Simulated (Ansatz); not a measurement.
**CuH₆NSi₂: small, medium and large basis sets**

The task here is to estimate one member of a computed series from the others.

The runs use Ansatz 0.2.0, Gaussian basis; one geometry, several basis sets.

Plan: PBE0-D4/def2-SVP; ωB97M-V/def2-SVP; PBE0-D4/def2-QZVPP; ωB97M-V/def2-QZVPP; the functionals' def2-TZVPP values are taken from earlier runs.

## Structure used throughout

The geometry comes from an earlier relaxation with PBE0-D4 in a triple-zeta def2 set; it is a stationary point, not always the lowest conformer.

SMILES `[SiH3][N]([SiH3])[Cu]`, 10 atoms, charge 0, spin multiplicity 1.

Atoms are counted from 1 here; the program's logs count them from 0.

Bond lengths: Si1–N2 1.710 Å, Si1–H5 1.493 Å, Si1–H6 1.492 Å, Si1–H7 1.495 Å, N2–Si3 1.710 Å, N2–Cu4 1.833 Å, Si3–H8 1.493 Å, Si3–H9 1.495 Å, Si3–H10 1.492 Å. Angles: N2–Si1–H5 111.1°, N2–Si1–H6 110.0°, N2–Si1–H7 114.0°, H5–Si1–H6 108.4°, H5–Si1–H7 105.8°, H6–Si1–H7 107.2°, Si1–N2–Si3 127.1°, Si1–N2–Cu4 116.0°, Si3–N2–Cu4 116.0°, N2–Si3–H8 111.1°, N2–Si3–H9 114.0°, N2–Si3–H10 110.0°, H8–Si3–H9 105.8°, H8–Si3–H10 108.4°, H9–Si3–H10 107.2°.

The first run:

The input, in.yaml:

```yaml
crystal:
  periodic: [false, false, false]
  atoms:
    - {symbol: Si, position_ang: [-0.280175, 1.309821, -0.751951]}
    - {symbol: N, position_ang: [-0.208553, -0.361170, -0.397954]}
    - {symbol: Si, position_ang: [0.370112, -1.087607, 1.037347]}
    - {symbol: Cu, position_ang: [-0.501521, -1.494037, -1.809403]}
    - {symbol: H, position_ang: [-1.476340, 1.632719, -1.585806]}
    - {symbol: H, position_ang: [-0.361555, 2.097424, 0.512978]}
    - {symbol: H, position_ang: [0.898429, 1.820830, -1.517289]}
    - {symbol: H, position_ang: [-0.403699, -2.321984, 1.365859]}
    - {symbol: H, position_ang: [1.802367, -1.511976, 0.969993]}
    - {symbol: H, position_ang: [0.244135, -0.135121, 2.179228]}
basis:
  gaussian: {orbitals: def2-SVP}
hamiltonian: {xc: pbe0, dispersion: d4}
output: {orbitals: {seedname: orbitals}}
```

Launch:

```bash
ansatz run in.yaml --threads 4 --pin off --events-out ev --progress --plain --max-ram 10444MiB
```

Among the steps run: PBE0-D4 in def2-SVP; ωB97M-V in def2-SVP; PBE0-D4 in def2-QZVPP; ωB97M-V in def2-QZVPP.

One table of the session follows, with a row left open; its other results are not shown here.

It belongs to the step «Density functionals: the series». 

```
functional       basis  HOMO (eV)  LUMO (eV)
   PBE0-D4    def2-SVP      -6.30      -2.55
   PBE0-D4  def2-TZVPP      -6.58      -2.84
   PBE0-D4  def2-QZVPP      -6.60      -2.83
   ωB97M-V    def2-SVP      -8.52      -0.99
   ωB97M-V  def2-TZVPP      -8.83      -1.27
   ωB97M-V  def2-QZVPP          ?          ?
```

Q: Estimate the row for ωB97M-V, def2-QZVPP from the others.

The run gave: HOMO (eV): -8.84; LUMO (eV): -1.31. In the column «HOMO (eV)» it is the lowest.
